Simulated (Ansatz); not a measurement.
# W on several prototypes: a ranking of structure types by relaxed energy

Computed with Ansatz 0.2.0 through its Python package.

Run as a notebook:

```python
import warnings

import ansatz as az
import numpy as np
```

```python
FUNCTIONAL = "lda"
KSPACING = 0.26
OCCUPATIONS = "fermi_dirac"
SIGMA = 0.05
```

```python
def hcp(first, a):
    return (
        az.Lattice.from_parameters(a, a, 1.633 * a, alpha=90, beta=90, gamma=120)
        .space_group(194)
        .atom(first, (1 / 3, 2 / 3, 0.25))
    )
```

```python
def fcc(first, a):
    return (
        az.Lattice.fcc(a)
        .space_group(225)
        .atom(first, (0, 0, 0))
        .primitive()
    )
```

```python
def bcc(first, a):
    return (
        az.Lattice.bcc(a)
        .space_group(229)
        .atom(first, (0, 0, 0))
        .primitive()
    )
```

```python
def sc(A, a):
    return (
        az.Lattice.cubic(a)
        .space_group(221)
        .atom(A, (0, 0, 0))
    )


def diamond(A, a):
    return az.Crystal.diamond(A, a=a)
```

```python
def run_phase(name, crystal):
    calc = (
        crystal.calculation()
        .functional(FUNCTIONAL)
        .pseudopotentials("nc")
        .accuracy("medium")
        .eigensolver("davidson", full_accuracy=True)
        .scf(lower_state_search="standard")
        .kpoints(spacing=KSPACING)
        .occupations(OCCUPATIONS, width=SIGMA)  # fractional filling near the Fermi level
        .stress()
        .band_table()
    )
    calc = calc.relax(force_tolerance=0.03, max_steps=40, cell=True)
    return calc.run()
```

```python
def pressure_gpa(outcome):
    return float(np.trace(outcome.report["stress_gpa"]) / 3)


def volume_per_atom(outcome):
    return abs(np.linalg.det(outcome.lattice.cell_ang)) / len(outcome.lattice.sites)
```

```python
# starting lattice constants are rough guesses; the relaxation finds the rest
warnings.simplefilter("ignore", az.DeckWarning)
```

```python
phases = {}
phases["hcp"] = hcp("W", 2.82)
phases["fcc"] = fcc("W", 3.99)
phases["bcc"] = bcc("W", 3.16)
phases["sc"] = sc("W", 2.59)
phases["diamond"] = diamond("W", 5.48)
```

```python
done = {name: run_phase(name, crystal) for name, crystal in phases.items()}
```

```python
energy = {name: o.report["energy_sigma0_ev"] / len(o.lattice.sites) for name, o in done.items()}
lowest = min(energy.values())
rows = [(name, len(o.lattice.sites), 1000 * (energy[name] - lowest), pressure_gpa(o), volume_per_atom(o)) for name, o in done.items()]
rows.sort(key=lambda row: row[2])
print("| phase | atoms | dE (meV/atom) | P (GPa) | V (A^3/atom) |")
print("| --- | --- | --- | --- | --- |")
for row in rows:
    print(f"| {row[0]} | {row[1]:d} | {row[2]:.1f} | {row[3]:.2f} | {row[4]:.3f} |")
print("order:", " < ".join(row[0] for row in rows))
```

    | phase | atoms | dE (meV/atom) | P (GPa) | V (A^3/atom) |
    | --- | --- | --- | --- | --- |
    | bcc | 1 | 0.0 | 0.01 | 15.372 |
    | fcc | 1 | 469.7 | 0.01 | 15.677 |
    | hcp | 2 | 491.7 | 0.02 | 15.687 |
    | sc | 1 | 1461.9 | -0.00 | 17.388 |
    | diamond | 2 | 2766.9 | -0.02 | 23.187 |
    order: bcc < fcc < hcp < sc < diamond

By space group at the end of each run: Im-3m (+0 meV an atom, 15.4 Å³), Fm-3m (+470 meV an atom, 15.7 Å³), P6_3/mmc (+492 meV an atom, 15.7 Å³), Pm-3m (+1462 meV an atom, 17.4 Å³) and Fd-3m (+2767 meV an atom, 23.2 Å³).

Caveats:
- The settings weren't tested for convergence.
- For the metals among these phases the mesh is modest: differences between phases can be off by up to 40 meV an atom.
- Pressure is positive in compression.
- Spin-orbit coupling, which matters for elements this heavy, is left out.
- The cells are built on prototypes, so most aren't the phase found in nature. Rows bear the name of their start, and a relaxation keeps or raises the symmetry. Differences under about 40 meV an atom lie within the error of mesh and functional.
- The script silences the warnings on its input, which a real study should read.
- Hardware and time: 2.7 min on 1 thread of Arm Neoverse V2, with other jobs on the host, peak memory 0.43 GiB.
